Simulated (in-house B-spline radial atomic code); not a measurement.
# Excited states and polarisability of Ca¹⁸⁺ by several methods

Aim: excitation energies, oscillator strengths, polarisability and C6 of Ca¹⁸⁺ by linear response on several mean fields, with the cost of each.

The numbers are computed with in-house B-spline radial atomic code version 1 (linear response of a closed shell, each method with its own adiabatic kernel; non-relativistic; B-spline basis; no spin-orbit coupling, no double excitations; only terms of natural parity, (−1)^L, with L up to 3 are computed), except any that are marked as measured or tabulated.

### 1 The atom as given

- element: calcium (Z = 20)
- charge: +18
- configuration: 1s2
- runs: TDHF; PBE; BP86; ωB97X; BLYP; exchange-only LDA

The outer shells:

Ca¹⁸⁺
```
1s [↑↓]
```

Rows of excitations, here in order of energy, give L, multiplicity, 0 for full response or 1 for Tamm-Dancoff, hole, particle, weight of that channel, energy (hartree) and multipole strength; threshold is minus the highest occupied level of the method. polarisability lists the dipole (1), quadrupole (2) and octupole (3) values; f_sum adds the dipole strengths of the shells that respond, at most the outer three principal shells; real and imaginary give α at real and imaginary frequencies.

### 2 TDHF

The run's settings:

```ini
Z = 20
electrons = 2.0
configuration = 1s2
hamiltonian = nr
method = hf
box_radius = 6.14
intervals = 48
```

The run is started by

```console
$ python run_td.py task.json out
```

One command runs all members of the session, one after another, from task.json.

From the run's result record (rounded, not every field):

```text
status: converged
c6 [hartree bohr^6]: 4.511998e-07
f_sum: 1.99104
imaginary [hartree, bohr^3]:
  u: [0.0, 2.48, 5.8, 9.94, 16.6, 24.8, 37.3, 58.0, 82.8, 124.0, 207.0, 414.0]
  alpha: [6.05051e-05, 6.04901e-05, 6.04234e-05, 6.02657e-05, 5.98425e-05, 5.90479e-05, 5.73151e-05, 5.33747e-05, 4.76745e-05, 3.80545e-05, 2.35444e-05, 8.87862e-06]
real [hartree, bohr^3]: {"omega": [14.3, 35.7, 57.1, 78.5, 99.9, 114.0, 128.0], "alpha": [6.10074e-05, 6.37934e-05, 6.97932e-05, 8.12588e-05, 0.000105058, 0.000139591, 0.000235476]}
excitations:
  - [0, 3, 0, "1s", "2s", 1.0, 141.358, 0.0]
  - [0, 3, 1, "1s", "2s", 1.0, 141.361, 0.0]
  - [1, 3, 0, "1s", "2p", 1.0, 142.095, 0.0]
  - [1, 3, 1, "1s", "2p", 1.0, 142.097, 0.0]
  - [0, 1, 0, "1s", "2s", 1.0, 142.198, 0.0]
  - [0, 1, 1, "1s", "2s", 1.0, 142.2, 0.0]
  - [1, 1, 0, "1s", "2p", 1.0, 142.72, 0.77798]
  - [1, 1, 1, "1s", "2p", 1.0, 142.721, 0.78175]
  - [0, 3, 0, "1s", "3s", 1.0, 167.282, 0.0]
  - [0, 3, 1, "1s", "3s", 1.0, 167.283, 0.0]
  - [1, 3, 0, "1s", "3p", 1.0, 167.486, 0.0]
  - [1, 3, 1, "1s", "3p", 1.0, 167.486, 0.0]
  - [0, 1, 0, "1s", "3s", 1.0, 167.502, 0.0]
  - [0, 1, 1, "1s", "3s", 1.0, 167.502, 0.0]
  - [2, 3, 0, "1s", "3d", 1.0, 167.605, 0.0]
  - [2, 3, 1, "1s", "3d", 1.0, 167.605, 0.0]
  - [2, 1, 0, "1s", "3d", 1.0, 167.614, 0.0025167]
  - [2, 1, 1, "1s", "3d", 1.0, 167.614, 0.0025177]
  - [1, 1, 0, "1s", "3p", 1.0, 167.653, 0.15435]
  - [1, 1, 1, "1s", "3p", 1.0, 167.653, 0.15526]
  - "... 32 more rows left out ..."
polarisability [au]: {"1": 6.050511e-05, "2": 5.376128e-07, "3": 1.244394e-08}
threshold [hartree]: 187.6666
highest [hartree]: ["1s", -187.6666]
lowest_empty [hartree]: -42.28938
responding_from_n: 1
orbital_gaps [hartree]: {"1s-2s": 145.3772, "1s-2p": 146.6744, "1s-3d": 169.6611, "1s-4f": 177.5416}
```

Run time: 0.1 s. Hardware: 1 thread of Arm Neoverse N1, shared host; peak memory 0.21 GiB.

Lowest ¹P state: 1s→2p ¹P at 3883.6 eV, oscillator strength 0.778. α = 6.051e-05 bohr³.

The states in eV; those that feel the box are left out:

```
   state  weight  full (eV)  Tamm-Dancoff (eV)      f
1s→2s ³S    1.00     3846.6             3846.6      -
1s→2p ³P    1.00     3866.6             3866.6      -
1s→2s ¹S    1.00     3869.4             3869.5      -
1s→2p ¹P    1.00     3883.6             3883.6  0.778
1s→3s ³S    1.00     4552.0             4552.0      -
1s→3p ³P    1.00     4557.5             4557.5      -
1s→3s ¹S    1.00     4558.0             4558.0      -
1s→3d ³D    1.00     4560.8             4560.8      -
1s→3d ¹D    1.00     4561.0             4561.0      -
1s→3p ¹P    1.00     4562.1             4562.1  0.154
1s→4s ³S    1.00     4796.0             4796.0      -
1s→4p ³P    1.00     4798.3             4798.3      -
1s→4s ¹S    1.00     4798.4             4798.4      -
1s→4d ³D    1.00     4799.6             4799.6      -
```

### 3 PBE

Settings: those of step 2 with these lines changed.

```diff
@@ -4,3 +4,3 @@
 hamiltonian = nr
-method = hf
+method = pbe,pbe
 box_radius = 6.14
```

Result record:

```text
status: converged
c6 [hartree bohr^6]: 4.572316e-07
f_sum: 1.99103
excitations:
  - [0, 3, 0, "1s", "2s", 1.0, 139.704, 0.0]
  - [0, 3, 1, "1s", "2s", 1.0, 139.704, 0.0]
  - [0, 1, 0, "1s", "2s", 1.0, 140.5, 0.0]
  - [0, 1, 1, "1s", "2s", 1.0, 140.504, 0.0]
  - [1, 3, 0, "1s", "2p", 1.0, 140.582, 0.0]
  - [1, 3, 1, "1s", "2p", 1.0, 140.583, 0.0]
  - [1, 1, 0, "1s", "2p", 1.0, 141.171, 0.75273]
  - [1, 1, 1, "1s", "2p", 1.0, 141.173, 0.75624]
  - "... 44 more rows left out ..."
polarisability [au]: {"1": 6.111215e-05, "2": 5.50588e-07, "3": 1.288522e-08}
threshold [hartree]: 183.1001
highest [hartree]: ["1s", -183.1001]
lowest_empty [hartree]: -43.11294
orbital_gaps [hartree]: {"1s-2s": 139.9871, "1s-2p": 140.9472, "1s-3d": 164.9359, "1s-4f": 172.9654}
```

Run time: 0.1 s. Hardware: 1 thread of Arm Neoverse N1, shared host; peak memory 0.21 GiB.

Lowest ¹P state: 1s→2p ¹P at 3841.5 eV, oscillator strength 0.753. α = 6.111e-05 bohr³.

### 4 BP86

The run's settings:

```ini
Z = 20
electrons = 2.0
configuration = 1s2
hamiltonian = nr
method = b88,p86
box_radius = 6.14
intervals = 48
```

Result record:

```text
status: converged
c6 [hartree bohr^6]: 4.564153e-07
f_sum: 1.99102
excitations:
  - [0, 3, 0, "1s", "2s", 1.0, 139.81, 0.0]
  - [0, 3, 1, "1s", "2s", 1.0, 139.811, 0.0]
  - [0, 1, 0, "1s", "2s", 1.0, 140.58, 0.0]
  - [0, 1, 1, "1s", "2s", 1.0, 140.584, 0.0]
  - [1, 3, 0, "1s", "2p", 1.0, 140.699, 0.0]
  - [1, 3, 1, "1s", "2p", 1.0, 140.7, 0.0]
  - [1, 1, 0, "1s", "2p", 1.0, 141.256, 0.75068]
  - [1, 1, 1, "1s", "2p", 1.0, 141.258, 0.75386]
  - [0, 3, 0, "1s", "3s", 1.0, 164.38, 0.0]
  - [0, 3, 1, "1s", "3s", 1.0, 164.38, 0.0]
  - [0, 1, 0, "1s", "3s", 1.0, 164.581, 0.0]
  - [0, 1, 1, "1s", "3s", 1.0, 164.582, 0.0]
  - "... 40 more rows left out ..."
polarisability [au]: {"1": 6.103516e-05, "2": 5.492199e-07, "3": 1.284283e-08}
threshold [hartree]: 183.1874
highest [hartree]: ["1s", -183.1874]
lowest_empty [hartree]: -43.14663
orbital_gaps [hartree]: {"1s-2s": 140.0407, "1s-2p": 141.0478, "1s-3d": 164.9164, "1s-4f": 173.0136}
```

Run time: 0.1 s. Hardware: 1 thread of Arm Neoverse N1, shared host; peak memory 0.21 GiB.

Lowest ¹P state: 1s→2p ¹P at 3843.8 eV, oscillator strength 0.751. α = 6.104e-05 bohr³.

### 5 ωB97X

The run's settings:

```ini
Z = 20
electrons = 2.0
configuration = 1s2
hamiltonian = nr
method = wb97x
box_radius = 6.14
intervals = 48
```

Result record:

```text
status: converged
c6 [hartree bohr^6]: 4.539202e-07
f_sum: 1.99101
excitations:
  - [0, 3, 0, "1s", "2s", 1.0, 140.126, 0.0]
  - [0, 3, 1, "1s", "2s", 1.0, 140.132, 0.0]
  - [0, 1, 0, "1s", "2s", 1.0, 140.951, 0.0]
  - [0, 1, 1, "1s", "2s", 1.0, 140.959, 0.0]
  - [1, 3, 0, "1s", "2p", 1.0, 141.079, 0.0]
  - [1, 3, 1, "1s", "2p", 1.0, 141.087, 0.0]
  - [1, 1, 0, "1s", "2p", 1.0, 141.66, 0.7482]
  - [1, 1, 1, "1s", "2p", 1.0, 141.667, 0.75014]
  - [0, 3, 0, "1s", "3s", 1.0, 164.896, 0.0]
  - [0, 3, 1, "1s", "3s", 1.0, 164.897, 0.0]
  - [0, 1, 0, "1s", "3s", 1.0, 165.101, 0.0]
  - [0, 1, 1, "1s", "3s", 1.0, 165.103, 0.0]
  - [1, 3, 0, "1s", "3p", 1.0, 165.141, 0.0]
  - [1, 3, 1, "1s", "3p", 1.0, 165.142, 0.0]
  - [2, 3, 0, "1s", "3d", 1.0, 165.264, 0.0]
  - [2, 3, 1, "1s", "3d", 1.0, 165.265, 0.0]
  - "... 36 more rows left out ..."
polarisability [au]: {"1": 6.0782e-05, "2": 5.432214e-07, "3": 1.26642e-08}
threshold [hartree]: 184.0915
highest [hartree]: ["1s", -184.0915]
lowest_empty [hartree]: -43.01341
orbital_gaps [hartree]: {"1s-2s": 141.0781, "1s-2p": 142.3476, "1s-3d": 165.9198, "1s-4f": 173.9616}
```

Wall time 0.1 s (1 thread of Arm Neoverse N1, shared host); peak memory 0.21 GiB.

The first dipole-allowed state is 1s→2p ¹P, 3854.8 eV (f = 0.748). α = 6.078e-05 bohr³.

### 6 BLYP

Settings: those of step 5 with these lines changed.

```diff
@@ -4,3 +4,3 @@
 hamiltonian = nr
-method = wb97x
+method = b88,lyp
 box_radius = 6.14
```

Result record:

```text
status: converged
c6 [hartree bohr^6]: 4.567773e-07
f_sum: 1.99102
excitations:
  - [0, 3, 0, "1s", "2s", 1.0, 138.164, 0.0]
  - [0, 3, 1, "1s", "2s", 1.0, 138.166, 0.0]
  - [1, 3, 0, "1s", "2p", 1.0, 139.464, 0.0]
  - [1, 3, 1, "1s", "2p", 1.0, 139.466, 0.0]
  - [0, 1, 0, "1s", "2s", 1.0, 139.961, 0.0]
  - [0, 1, 1, "1s", "2s", 1.0, 139.972, 0.0]
  - [1, 1, 0, "1s", "2p", 1.0, 140.885, 0.73454]
  - [1, 1, 1, "1s", "2p", 1.0, 140.89, 0.73877]
  - [2, 3, 0, "1s", "3d", 1.0, 163.692, 0.0]
  - [2, 3, 1, "1s", "3d", 1.0, 163.693, 0.0]
  - [0, 3, 0, "1s", "3s", 1.0, 164.217, 0.0]
  - [0, 3, 1, "1s", "3s", 1.0, 164.218, 0.0]
  - [1, 3, 0, "1s", "3p", 1.0, 164.343, 0.0]
  - [1, 3, 1, "1s", "3p", 1.0, 164.343, 0.0]
  - [2, 1, 0, "1s", "3d", 1.0, 164.35, 0.0024109]
  - [2, 1, 1, "1s", "3d", 1.0, 164.354, 0.0024189]
  - "... 36 more rows left out ..."
polarisability [au]: {"1": 6.107197e-05, "2": 5.502538e-07, "3": 1.291797e-08}
threshold [hartree]: 183.165
highest [hartree]: ["1s", -183.165]
lowest_empty [hartree]: -44.5806
orbital_gaps [hartree]: {"1s-2s": 138.5844, "1s-2p": 140.0487, "1s-3d": 163.7049, "1s-4f": 172.8325}
```

Wall time 0.1 s (1 thread of Arm Neoverse N1, shared host); peak memory 0.21 GiB.

The first dipole-allowed state is 1s→2p ¹P, 3833.7 eV (f = 0.735). α = 6.107e-05 bohr³.

### 7 exchange-only LDA

The run's settings:

```ini
Z = 20
electrons = 2.0
configuration = 1s2
hamiltonian = nr
method = lda,
box_radius = 6.14
intervals = 48
```

Result record:

```text
status: converged
c6 [hartree bohr^6]: 4.615163e-07
f_sum: 1.9911
excitations:
  - [0, 3, 0, "1s", "2s", 1.0, 139.301, 0.0]
  - [0, 3, 1, "1s", "2s", 1.0, 139.302, 0.0]
  - [0, 1, 0, "1s", "2s", 1.0, 140.099, 0.0]
  - [0, 1, 1, "1s", "2s", 1.0, 140.103, 0.0]
  - [1, 3, 0, "1s", "2p", 1.0, 140.18, 0.0]
  - [1, 3, 1, "1s", "2p", 1.0, 140.181, 0.0]
  - [1, 1, 0, "1s", "2p", 1.0, 140.775, 0.75225]
  - [1, 1, 1, "1s", "2p", 1.0, 140.777, 0.75559]
  - [0, 3, 0, "1s", "3s", 1.0, 163.729, 0.0]
  - [0, 3, 1, "1s", "3s", 1.0, 163.729, 0.0]
  - [0, 1, 0, "1s", "3s", 1.0, 163.934, 0.0]
  - [0, 1, 1, "1s", "3s", 1.0, 163.935, 0.0]
  - "... 40 more rows left out ..."
polarisability [au]: {"1": 6.148942e-05, "2": 5.550979e-07, "3": 1.301756e-08}
threshold [hartree]: 182.4436
highest [hartree]: ["1s", -182.4436]
lowest_empty [hartree]: -42.8232
orbital_gaps [hartree]: {"1s-2s": 139.6204, "1s-2p": 140.5792, "1s-3d": 164.3407, "1s-4f": 172.313}
```

Hardware: 1 thread of Arm Neoverse N1, shared host.

The first dipole-allowed state is 1s→2p ¹P, 3830.7 eV (f = 0.752). α = 6.149e-05 bohr³.

### 8 All runs together

| run | threshold (eV) | 1s→2p ¹P (eV) | 1s→2p ³P, Tamm-Dancoff (eV) | α (bohr³) | C6 (hartree bohr⁶) | time |
| --- | --- | --- | --- | --- | --- | --- |
| TDHF | 5106.7 | 3883.6 | 3866.6 | 6.051e-05 | 4.512e-07 | 0.1 s |
| PBE | 4982.4 | 3841.5 | 3825.5 | 6.111e-05 | 4.572e-07 | 0.1 s |
| BP86 | 4984.8 | 3843.8 | 3828.6 | 6.104e-05 | 4.564e-07 | 0.1 s |
| ωB97X | 5009.4 | 3854.8 | 3839.2 | 6.078e-05 | 4.539e-07 | 0.1 s |
| BLYP | 4984.2 | 3833.7 | 3795.1 | 6.107e-05 | 4.568e-07 | 0.1 s |
| exchange-only LDA | 4964.5 | 3830.7 | 3814.5 | 6.149e-05 | 4.615e-07 | under 0.1 s |

What this shows: α runs from 6.05e-05 (TDHF) to 6.15e-05 bohr³ (exchange-only LDA). The semilocal functionals put the threshold at 4964.5 to 4984.8 eV, under Hartree-Fock's 5106.7 eV, through self-interaction.
